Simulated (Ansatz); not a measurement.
# CH₇SSi₂ radical: how energies converge with the basis set

An exercise on one series of results from a longer session: the logs are not shown, and one member is left open.

Method: one geometry, several basis sets; program: Ansatz 0.2.0, Gaussian basis.

Plan: PBE0-D4/def2-SVP; ωB97M-V/def2-SVP; PBE0-D4/def2-QZVPP; ωB97M-V/def2-QZVPP; CCSD(T)/cc-pV(D+d)Z; CCSD(T)/cc-pV(T+d)Z; MP2/cc-pV(Q+d)Z; the functionals' def2-TZVPP values are taken from earlier runs.

## Structure used throughout

All runs share one geometry, relaxed beforehand with PBE0-D4 in a triple-zeta def2 set.

11 atoms, charge 0, spin multiplicity 2.

Atoms are counted from 1 here; the program's logs count them from 0.

Bond lengths: C1–Si2 1.862 Å, C1–H5 1.092 Å, C1–H6 1.093 Å, C1–H7 1.092 Å, Si2–S3 2.150 Å, Si2–H8 1.486 Å, Si2–H9 1.488 Å, S3–Si4 2.126 Å, Si4–H10 1.488 Å, Si4–H11 1.492 Å. Angles: Si2–C1–H5 110.8°, Si2–C1–H6 110.1°, Si2–C1–H7 110.7°, H5–C1–H6 108.5°, H5–C1–H7 108.4°, H6–C1–H7 108.2°, C1–Si2–S3 107.8°, C1–Si2–H8 111.0°, C1–Si2–H9 111.6°, S3–Si2–H8 109.4°, S3–Si2–H9 108.6°, H8–Si2–H9 108.3°, Si2–S3–Si4 97.8°, S3–Si4–H10 106.7°, S3–Si4–H11 111.5°, H10–Si4–H11 110.5°.

The first run:

in.yaml reads:

```yaml
crystal:
  periodic: [false, false, false]
  atoms:
    - {symbol: C, position_ang: [-0.815545, 1.899069, 0.492536]}
    - {symbol: Si, position_ang: [-0.561366, 0.232778, -0.299283]}
    - {symbol: S, position_ang: [1.541790, -0.208794, -0.237165]}
    - {symbol: Si, position_ang: [1.406298, -2.306184, -0.555383]}
    - {symbol: H, position_ang: [-0.489393, 1.886204, 1.534292]}
    - {symbol: H, position_ang: [-1.873534, 2.171986, 0.463747]}
    - {symbol: H, position_ang: [-0.249475, 2.668226, -0.037156]}
    - {symbol: H, position_ang: [-1.024520, 0.236660, -1.711135]}
    - {symbol: H, position_ang: [-1.292304, -0.838225, 0.430084]}
    - {symbol: H, position_ang: [2.800580, -2.825879, -0.584766]}
    - {symbol: H, position_ang: [0.622871, -2.972743, 0.524731]}
basis:
  gaussian: {orbitals: def2-SVP}
magnetization: {spin_polarized: true, initial_magnetization: 1}
hamiltonian: {xc: pbe0, dispersion: d4}
output: {orbitals: {seedname: orbitals}}
```

Launch:

```bash
$ ansatz run in.yaml --threads 2 --pin off --events-out ev --progress --plain --max-ram 32768MiB --backend cpu
```

Among the steps run: PBE0-D4 in def2-SVP; ωB97M-V in def2-SVP; PBE0-D4 in def2-QZVPP; ωB97M-V in def2-QZVPP.

One table of the session follows, with a row left open; its other results are not shown here.

| functional | basis | HOMO (eV) | LUMO (eV) |
| --- | --- | --- | --- |
| PBE0-D4 | def2-SVP | -5.91 | -2.46 |
| PBE0-D4 | def2-TZVPP | -5.94 | -2.49 |
| PBE0-D4 | def2-QZVPP | -5.96 | -2.51 |
| ωB97M-V | def2-SVP | ? | ? |
| ωB97M-V | def2-TZVPP | -7.70 | -0.91 |
| ωB97M-V | def2-QZVPP | -7.72 | -0.98 |

Estimate the missing values for ωB97M-V, def2-SVP.

The run gave: HOMO (eV): -7.64; LUMO (eV): -0.80. In the column «HOMO (eV)» it lies between ωB97M-V, def2-TZVPP (-7.70) and PBE0-D4, def2-QZVPP (-5.96).
